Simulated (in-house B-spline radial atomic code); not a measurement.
# Ho¹⁴⁺: excited configurations in jj coupling

Wanted: excitation energies of Ho¹⁴⁺ as differences of total energies (ΔSCF).

Method: Dirac-Hartree-Fock, average of configuration, Fermi nucleus, basis-set limit. Code: in-house B-spline radial atomic code version 1.

**1. What is computed**

```
element       : holmium (Z = 67)
charge        : +14
electrons     : 53
configuration : 1s2 2s2 2p6 3s2 3p6 3d10 4s2 4p6 4d10 4f-6 5s1
Hamiltonian   : Dirac-Coulomb
nucleus       : Fermi, rms radius 5.202 fm
```

In configurations, a minus sign after the shell means j = l − 1/2 and a plus sign j = l + 1/2; the count of electrons follows.

Settings, as recorded:

```ini
Z = 67
electrons = 53.0
configuration = 1s2 2s2 2p6 3s2 3p6 3d10 4s2 4p6 4d10 4f-6 5s1
hamiltonian = dirac
method = hf
spin_polarised = False
nucleus = fermi
rms_radius = 5.2022
mass_number = 165
atomic_mass = 164.930329116
speed_of_light = 137.035999084
```

This reference run was done before. Its total energy is -12560.027706 hartree, and its levels are (the highest eight at most):

```
orbital  occupation  energy (eV)  <r> (bohr)
  3d5/2           6     -1686.27      0.2089
  4s1/2           2      -747.35      0.5128
  4p1/2           2      -665.51      0.5210
  4p3/2           4      -616.58      0.5475
  4d3/2           4      -483.32      0.5658
  4d5/2           6      -462.40      0.5765
  4f5/2           6      -302.11      0.6137
  5s1/2           1      -296.47       1.067
```

**2. Run with 1s2 2s2 2p6 3s2 3p6 3d10 4s2 4p6 4d10 4f-2 4f+4 5s1**

Settings, as recorded:

```ini
Z = 67
electrons = 53.0
configuration = 1s2 2s2 2p6 3s2 3p6 3d10 4s2 4p6 4d10 4f-2 4f+4 5s1
hamiltonian = dirac
method = hf
spin_polarised = False
nucleus = fermi
rms_radius = 5.2022
mass_number = 165
atomic_mass = 164.930329116
speed_of_light = 137.035999084
```

**3. Configuration 1s2 2s2 2p6 3s2 3p6 3d10 4s2 4p6 4d10 4f-3 4f+3 5s1**

The settings differ from step 2 so:

```diff
@@ -2,3 +2,3 @@
 electrons = 53.0
-configuration = 1s2 2s2 2p6 3s2 3p6 3d10 4s2 4p6 4d10 4f-2 4f+4 5s1
+configuration = 1s2 2s2 2p6 3s2 3p6 3d10 4s2 4p6 4d10 4f-3 4f+3 5s1
 hamiltonian = dirac
```

**4. Run with 1s2 2s2 2p6 3s2 3p6 3d10 4s2 4p6 4d10 4f-1 4f+5 5s1**

The settings differ from step 3 so:

```diff
@@ -2,3 +2,3 @@
 electrons = 53.0
-configuration = 1s2 2s2 2p6 3s2 3p6 3d10 4s2 4p6 4d10 4f-3 4f+3 5s1
+configuration = 1s2 2s2 2p6 3s2 3p6 3d10 4s2 4p6 4d10 4f-1 4f+5 5s1
 hamiltonian = dirac
```

**5. 1s2 2s2 2p6 3s2 3p6 3d10 4s2 4p6 4d10 4f-5 4f+1 5s1**

The settings differ from step 4 so:

```diff
@@ -2,3 +2,3 @@
 electrons = 53.0
-configuration = 1s2 2s2 2p6 3s2 3p6 3d10 4s2 4p6 4d10 4f-1 4f+5 5s1
+configuration = 1s2 2s2 2p6 3s2 3p6 3d10 4s2 4p6 4d10 4f-5 4f+1 5s1
 hamiltonian = dirac
```

Q: How far above the reference does each configuration lie (order and size, in eV)?

**Answer**, as computed:

| net move | configuration | energy above the reference (eV) | with Breit, QED, recoil (eV) | largest <r> (bohr) |
| --- | --- | --- | --- | --- |
| 4f5/2 → 4f7/2 | 1s2 2s2 2p6 3s2 3p6 3d10 4s2 4p6 4d10 4f-5 4f+1 5s1 | 4.623 | 4.508 | 1.07 |
| 3×4f5/2 → 3×4f7/2 | 1s2 2s2 2p6 3s2 3p6 3d10 4s2 4p6 4d10 4f-3 4f+3 5s1 | 10.452 | 10.157 | 1.07 |
| 4×4f5/2 → 4×4f7/2 | 1s2 2s2 2p6 3s2 3p6 3d10 4s2 4p6 4d10 4f-2 4f+4 5s1 | 11.656 | 11.297 | 1.07 |
| 5×4f5/2 → 5×4f7/2 | 1s2 2s2 2p6 3s2 3p6 3d10 4s2 4p6 4d10 4f-1 4f+5 5s1 | 11.719 | 11.313 | 1.07 |

**Reading.** The lowest of them is 4f5/2 → 4f7/2 at 4.623 eV and the highest 5×4f5/2 → 5×4f7/2 at 11.719 eV. These are averages over configurations, without correlation, not spectroscopic levels.
